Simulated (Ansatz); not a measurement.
Runs of Ansatz 0.2.0 on Cu. The cell holds a slab with vacuum, 6 atoms: a = 2.556 Å, b = 2.556 Å, c = 25.436 Å, α = 90.00°, β = 90.00°, γ = 120.00°. 

```csv
potentials or basis,cutoff (eV),gap on the mesh (eV),largest force (eV/Å),work function (eV)
SPMS NC,952,none,0.03,4.72
PseudoDojo stringent (PBE files),1415,none,0.04,(a)
JTH PAW,1350,none,0.04,(b)
PseudoDojo standard (PBE files),1252,none,0.04,4.71
SSSP efficiency PAW,1225,none,0.03,4.68
```

Alike in all rows: task relaxation of the atoms; level PBE; no spin polarisation; cell atoms relaxed from: the (1 1 1) slab of Cu, cut from the database cell, not relaxed; k mesh 12 × 12 × 1; smearing fermi-dirac 0.05 eV.

Question: Fill in the values left out.

Answer: (a) 4.70; (b) 4.69.

A gap of «none» marks a metal or a gap under the smearing width.

The runs don't all hold the same shells in valence.
